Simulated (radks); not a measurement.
# Valence configurations of Au⁺

The task here is to estimate one member of a computed series from the others.

Method: Dirac Kohn-Sham, PBEsol, spin-unpolarised, spherical densities, finite nucleus; open shells fill j = l - 1/2 first. Code: radks (a radial shooting solver on a logarithmic mesh, Libxc functionals) version 1.

## What is computed

- element: gold (Z = 79)
- charge: +1
- electrons: 78
- configuration: [Xe] 4f14 5d10
- nuclear rms radius: 5.4371 fm
- others tried: 4f14 5d9 6s1; 4f14 5d9.5 6p0.5; 4f13 5d9.5 6s1 6p0.5; 4f14 5d8 6p2; 4f13 5d8 6s1 6p2; 4f13 5d10 6p1; 4f13.5 5d10 6p0.5; 4f12 5d9.5 6s2 6p0.5; 4f13 5d8 6p3

Set-up of the first run:

Input:

```text
Z 79
configuration [Xe] 4f14 5d10
relativity Dirac
functional pbe_sol,pbe_sol
spin unpolarised
j_filling energy
nucleus finite rms 5.4371 fm
c 137.035999084
```

Among the steps run: [Xe] 4f14 5d10.

One of the session's tables, all rows but one given; the rest of the session is left out.

It belongs to the step «[Xe] 4f14 5d10». Sizes of the orbitals, from the radial functions (bohr):

```
level     <r>  outermost maximum (interpolated)  90 % within  nodes
4d5/2  0.4632                             0.415        0.691      1
5s1/2  0.9283                             0.849         1.33      4
4f5/2       ?                                 ?            ?      ?
4f7/2  0.5024                             0.378        0.807      0
5p1/2   1.004                             0.897         1.46      3
5p3/2   1.104                             0.978         1.61      3
5d3/2   1.535                              1.19         2.40      2
5d5/2   1.604                              1.23         2.52      2
```

**Question.** Estimate the row for 4f5/2.

**Answer.** <r>: 0.4953; outermost maximum (interpolated): 0.373; 90 % within: 0.796; nodes: 0. In the column «<r>» it lies between 4d5/2 (0.4632) and 4f7/2 (0.5024).
